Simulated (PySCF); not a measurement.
# C₄H₁₂Pb: a look at the electrons

For C₄H₁₂Pb, the scripts below analyse its density (charges, bond critical points, surface potential), see where an electron leaves and enters and measure its response to a uniform field.

Computed with PySCF 2.14.0. Level: levels as typed in each script, gas phase, geometry from GFN2-xTB.

## 1. Where the work starts

SMILES `C[Pb](C)(C)C`, 17 atoms, charge 0, spin multiplicity 1.

Bond lengths: C1–Pb2 2.300 Å, C1–H6 1.081 Å, C1–H7 1.081 Å, C1–H8 1.081 Å, Pb2–C3 2.300 Å, Pb2–C4 2.300 Å, Pb2–C5 2.300 Å, C3–H9 1.081 Å, C3–H10 1.081 Å, C3–H11 1.081 Å, C4–H12 1.081 Å, C4–H13 1.081 Å, C4–H14 1.081 Å, C5–H15 1.081 Å, C5–H16 1.081 Å, C5–H17 1.081 Å. Angles: Pb2–C1–H6 109.6°, Pb2–C1–H7 109.5°, Pb2–C1–H8 109.6°, H6–C1–H7 109.3°, H6–C1–H8 109.4°, H7–C1–H8 109.3°, C1–Pb2–C3 109.5°, C1–Pb2–C4 109.4°, C1–Pb2–C5 109.5°, C3–Pb2–C4 109.6°, C3–Pb2–C5 109.5°, C4–Pb2–C5 109.4°, Pb2–C3–H9 109.6°, Pb2–C3–H10 109.6°, Pb2–C3–H11 109.5°, H9–C3–H10 109.4°, H9–C3–H11 109.4°, H10–C3–H11 109.4° and more.

As a file:

```xyz
17
C4H12Pb
C     0.0123   -1.8358   -1.3847
Pb   -0.0003    0.0002    0.0002
C    -2.1246    0.3277    0.8188
C     1.4532   -0.3507    1.7472
C     0.6615    1.8576   -1.1832
H    -0.6425   -2.5973   -0.9842
H     1.0170   -2.2288   -1.4548
H    -0.3302   -1.5504   -2.3697
H    -2.2916    1.3831    0.9835
H    -2.2393   -0.2033    1.7535
H    -2.8476   -0.0423    0.1051
H     1.2057   -1.2776    2.2460
H     2.4646   -0.4066    1.3692
H     1.3781    0.4662    2.4515
H     1.5479    1.6246   -1.7567
H    -0.1305    2.1608   -1.8539
H     0.8801    2.6650   -0.4981
```

## 2. Density, bond paths and surface potential (wB97X/def2-tzvp)

The input, input.py:

```python
import numpy as np
from pyscf import gto, scf, dft
from pyscf.scf import atom_ks, atom_hf
from scipy.linalg import block_diag

def solve(mol, dm0=None, hcore=None):
    mf = (dft.UKS if mol.spin else dft.RKS)(mol, xc='wb97x')
    mf.grids.level = 3
    mf = mf.density_fit(auxbasis='def2-universal-jkfit')
    mf.conv_tol, mf.max_cycle = 1e-8, 80
    if hcore is not None:
        mf.get_hcore = lambda *args: hcore
    mf.kernel(dm0)
    if not mf.converged:
        mf = mf.newton().run(mf.mo_coeff, mf.mo_occ, max_cycle=30)
    assert mf.converged, 'SCF not converged'
    return mf

mol = gto.M(atom='''
C      0.01229    -1.83583    -1.38467
Pb    -0.00032     0.00017     0.00024
C     -2.12459     0.32772     0.81876
C      1.45319    -0.35073     1.74721
C      0.66148     1.85761    -1.18316
H     -0.64248    -2.59733    -0.98422
H      1.01702    -2.22880    -1.45482
H     -0.33020    -1.55042    -2.36968
H     -2.29157     1.38310     0.98352
H     -2.23929    -0.20333     1.75349
H     -2.84762    -0.04225     0.10511
H      1.20569    -1.27756     2.24596
H      2.46461    -0.40660     1.36921
H      1.37810     0.46617     2.45151
H      1.54789     1.62464    -1.75666
H     -0.13050     2.16076    -1.85387
H      0.88014     2.66497    -0.49810
''', basis='def2-tzvp', ecp={'Pb': 'def2-tzvp'}, charge=0, spin=0, verbose=4)
mf = solve(mol)
mf.analyze()
# spherically averaged free atoms, for the promolecule
atom_ks.AtomSphAverageRKS.init_guess_by_vsap = lambda self, mol=None: self.init_guess_by_minao(mol)  # core potentials
atm = atom_ks.get_atm_nrks(mol, xc='wb97x')
pro = block_diag(*[(atm[a[0]][2] * atm[a[0]][3]) @ atm[a[0]][2].T for a in mol._atom])
np.savez('result.npz', e=mf.e_tot, c=mf.mo_coeff, occ=mf.mo_occ, eps=mf.mo_energy, pro=pro, dip=mf.dip_moment(verbose=0), s2=mf.spin_square()[0])
```

On the command line:

```
OMP_NUM_THREADS=1 python input.py
```

## 4. Removing and adding an electron (wB97X/def2-tzvp)

The input, input.py:

```python
import numpy as np
from pyscf import gto, scf, dft
from pyscf.scf import atom_ks, atom_hf
from scipy.linalg import block_diag

def solve(mol, dm0=None, hcore=None):
    mf = (dft.UKS if mol.spin else dft.RKS)(mol, xc='wb97x')
    mf.grids.level = 3
    mf = mf.density_fit(auxbasis='def2-universal-jkfit')
    mf.conv_tol, mf.max_cycle = 1e-8, 80
    if hcore is not None:
        mf.get_hcore = lambda *args: hcore
    mf.kernel(dm0)
    if not mf.converged:
        mf = mf.newton().run(mf.mo_coeff, mf.mo_occ, max_cycle=30)
    assert mf.converged, 'SCF not converged'
    return mf

mol = gto.M(atom='''
C      0.01229    -1.83583    -1.38467
Pb    -0.00032     0.00017     0.00024
C     -2.12459     0.32772     0.81876
C      1.45319    -0.35073     1.74721
C      0.66148     1.85761    -1.18316
H     -0.64248    -2.59733    -0.98422
H      1.01702    -2.22880    -1.45482
H     -0.33020    -1.55042    -2.36968
H     -2.29157     1.38310     0.98352
H     -2.23929    -0.20333     1.75349
H     -2.84762    -0.04225     0.10511
H      1.20569    -1.27756     2.24596
H      2.46461    -0.40660     1.36921
H      1.37810     0.46617     2.45151
H      1.54789     1.62464    -1.75666
H     -0.13050     2.16076    -1.85387
H      0.88014     2.66497    -0.49810
''', basis='def2-tzvp', ecp={'Pb': 'def2-tzvp'}, charge=0, spin=0, verbose=4)
mf = solve(mol)
out = dict(e0=mf.e_tot, dm0=mf.make_rdm1(), c=mf.mo_coeff, occ=mf.mo_occ, eps=mf.mo_energy)
for name, dq, spin in [('cation', 1, 1)]:
    ion = mol.copy().set(charge=mol.charge + dq, spin=spin).build()
    mi = solve(ion)
    if spin and dq > 0 and mol.nao < 130:
        c, _, stable, _ = mi.stability(return_status=True)
        if not stable:
            mi = solve(ion, mi.make_rdm1(c, mi.mo_occ))
    print(name, 'vertical energy change / eV', (mi.e_tot - mf.e_tot) * 27.211386)
    out.update({'e_' + name: mi.e_tot, 'dm_' + name: mi.make_rdm1(), 's2_' + name: mi.spin_square()[0], 'eps_' + name: mi.mo_energy, 'occ_' + name: mi.mo_occ})
# spherically averaged free atoms, for the promolecule
atom_ks.AtomSphAverageRKS.init_guess_by_vsap = lambda self, mol=None: self.init_guess_by_minao(mol)  # core potentials
atm = atom_ks.get_atm_nrks(mol, xc='wb97x')
pro = block_diag(*[(atm[a[0]][2] * atm[a[0]][3]) @ atm[a[0]][2].T for a in mol._atom])
np.savez('result.npz', pro=pro, **out)
```

## 5. Response to an electric field (wB97X/def2-tzvp)

input.py: that of step 4 with these lines changed.

```diff
@@ -37,13 +37,10 @@
 ''', basis='def2-tzvp', ecp={'Pb': 'def2-tzvp'}, charge=0, spin=0, verbose=4)
+field = np.array([0.004, 0.0, 0.0])  # atomic units
+mol.set_common_orig(mol.atom_charges() @ mol.atom_coords() / mol.atom_charges().sum())
 mf = solve(mol)
-out = dict(e0=mf.e_tot, dm0=mf.make_rdm1(), c=mf.mo_coeff, occ=mf.mo_occ, eps=mf.mo_energy)
-for name, dq, spin in [('cation', 1, 1)]:
-    ion = mol.copy().set(charge=mol.charge + dq, spin=spin).build()
-    mi = solve(ion)
-    if spin and dq > 0 and mol.nao < 130:
-        c, _, stable, _ = mi.stability(return_status=True)
-        if not stable:
-            mi = solve(ion, mi.make_rdm1(c, mi.mo_occ))
-    print(name, 'vertical energy change / eV', (mi.e_tot - mf.e_tot) * 27.211386)
-    out.update({'e_' + name: mi.e_tot, 'dm_' + name: mi.make_rdm1(), 's2_' + name: mi.spin_square()[0], 'eps_' + name: mi.mo_energy, 'occ_' + name: mi.mo_occ})
+out = dict(dm0=mf.make_rdm1(), d0=mf.dip_moment(unit='AU'), e0=mf.e_tot)
+for name, sign in (('p', 1), ('m', -1)):
+    h = mf.get_hcore() + sign * np.einsum('x,xij->ij', field, mol.intor('int1e_r'))
+    mi = solve(mol, mf.make_rdm1(), h)
+    out.update({'dm' + name: mi.make_rdm1(), 'd' + name: mi.dip_moment(unit='AU'), 'e' + name: mi.e_tot})
 # spherically averaged free atoms, for the promolecule
```

(Steps that only read results are left out.)

Q: Predict the outcome of this session. Wanted: dipole moment; HOMO, LUMO; polarisability along the field.

**Answer**, as computed:

| quantity | value |
| --- | --- |
| dipole moment (wB97X/def2-tzvp) | 0.00 D |
| HOMO, LUMO (wB97X/def2-tzvp) | -9.50, 1.73 eV |
| polarisability along the field (wB97X/def2-tzvp) | 102.9 bohr³ |

**Reading.** At wB97X/def2-tzvp: The highest Hirshfeld charge is on Pb2 (+0.55 e), the lowest on C1 (−0.24 e). The geometry was not optimised at these levels.
